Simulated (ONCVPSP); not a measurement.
**Pseudopotential generation for La: ONCV, PBE**

Task: generate the file, and judge it by its errors in other configurations, its logarithmic derivatives, its ghosts and its cutoff.

Method: ONCVPSP 4.0.1, PBE, scalar-relativistic.

## (1) The design

The settings as typed:

| Item | Value |
| --- | --- |
| element | lanthanum (La, Z = 57) |
| type | optimised norm-conserving Vanderbilt (ONCV) |
| frozen core | [Kr] 4d10 |
| valence charge | 11 |
| reference configuration | 5s2 5p6 5d1 6s2 |
| partial waves | 5s+6s: rc 2.80 bohr, ncon 3, nbas 7, qcut 3.6 1/bohr, 2 projectors; 5p: rc 1.65 bohr, ncon 4, nbas 7, qcut 5.7 1/bohr, 1 projector; 5d: rc 3.80 bohr, ncon 3, nbas 8, qcut 3.7 1/bohr, 2 projectors, debl 1 Ha; f scattering state at 0.2 Ha: rc 3.60 bohr, ncon 3, nbas 6, qcut 3.2 1/bohr, 2 projectors, debl 3.1 Ha |
| local potential | polynomial inside 1.15 bohr (lpopt 1, dvloc0 3 Ha) |
| core correction | Teter function, fcfact 4.25, rcfact 1.7 |

The outer shells as boxes (Hund's rule for the drawing; the calculation is spin-unpolarised):

```
[Kr] core
4d [↑↓][↑↓][↑↓][↑↓][↑↓]
5s [↑↓]
5p [↑↓][↑↓][↑↓]
5d [↑ ][  ][  ][  ][  ]
6s [↑↓]
```

An earlier all-electron run gives the scale for the radii.

All-electron outer shells of the reference configuration (PBE, scalar-relativistic, ld1.x):

| shell | level (eV) | outermost node (bohr) | outermost maximum (bohr) |
| --- | --- | --- | --- |
| 5s | -38.92 | 0.77 | 1.41 |
| 5p | -22.40 | 0.83 | 1.58 |
| 4f | -4.35 | – | 0.75 |
| 6s | -3.68 | 1.86 | 3.84 |
| 5d | -3.09 | 0.95 | 2.21 |
| 6p | -1.35 | 2.21 | 4.93 |

## (2) The generation run

File La.dat:

```
# ATOM AND REFERENCE CONFIGURATION
# atsym  z   nc   nv     iexc    psfile
  La 57.00    9    4        4      upf
#
#   n    l    f
    1    0    2.00
    2    0    2.00
    2    1    6.00
    3    0    2.00
    3    1    6.00
    3    2   10.00
    4    0    2.00
    4    1    6.00
    4    2   10.00
    5    0    2.00
    5    1    6.00
    5    2    1.00
    6    0    2.00
#
# PSEUDOPOTENTIAL AND OPTIMIZATION
# lmax
    3
#
#   l,   rc,      ep,       ncon, nbas, qcut
    0    2.80    0.00    3    7    3.60
    1    1.65    0.00    4    7    5.70
    2    3.80    0.00    3    8    3.70
    3    3.60    0.20    3    6    3.20
#
# LOCAL POTENTIAL
# lloc, lpopt,  rc(5),   dvloc0
    4    1    1.15    3.00
#
# VANDERBILT-KLEINMAN-BYLANDER PROJECTORs
# l, nproj, debl
    0    2    0.80
    1    1    3.20
    2    2    1.00
    3    2    3.10
#
# MODEL CORE CHARGE
# icmod, fcfact, rcfact
    3    4.25    1.70
#
# LOG DERIVATIVE ANALYSIS
# epsh1, epsh2, depsh
   -3.00    5.00    0.02
#
# OUTPUT GRID
# rlmax, drl
    6.00    0.01
#
# TEST CONFIGURATIONS
# ncnf
    4
# nvcnf
#   n    l    f
    4
    5    0    2.00
    5    1    6.00
    5    2    1.00
    6    0    1.00
#
    4
    5    0    2.00
    5    1    6.00
    5    2    1.00
    6    0    0.00
#
    4
    5    0    2.00
    5    1    6.00
    5    2    0.00
    6    0    0.00
#
    4
    5    0    2.00
    5    1    6.00
    5    2    1.00
    6    0    1.50
#
```

The run is started by

```sh
$ oncvpsp.x < La.dat > La.out
```

Before running it: what results should come out? Wanted: cutoffs for 1 and 0.1 mHa per electron, occupied waves; bound ghosts; GHOST(+) flags; largest test error; largest phase difference near zero energy, channels read; rms error of d²Exc/dn², without and with the model core; projector energies reset by the program.

As calculated:

```
                                                quantity                         value
  cutoffs for 1 and 0.1 mHa per electron, occupied waves               14 Ha and 18 Ha
                                            bound ghosts                s at -19.75 eV
                                          GHOST(+) flags        p at 29 eV, d at 80 eV
                            largest test error (AE − PS)  -33 meV, for 5s2 5p6 5d1 6s0
largest phase difference near zero energy, channels read                     1.086 rad
 rms error of d²Exc/dn², without and with the model core             4.17 and 3.58 mHa
                 projector energies reset by the program           f: -0.160, 2.940 Ha
```

It has a bound ghost (s), a state that the atom doesn't have, and that rules the file out. The worst unpolarised test, 5s2 5p6 5d1 6s0, is off by 33 meV on 16.9 eV; by total energies transferability rates as fair. By its cutoff, 14 Ha for the looser tolerance, it is soft on the atom at that tolerance. At the looser tolerance the 5p wave is the slowest; 5d needs 5 Ha. That counts occupied waves only; other projectors can need more. Of the channels read, f scatters worst near zero energy, by up to 1.09 rad. The pseudo curves have poles with no partner nearby in the atom's: s at -0.72 Ha, p at 0.85 Ha. At positive energy that is a spurious or a displaced resonance. The program also flags highly localised states, GHOST(+) (p, d).
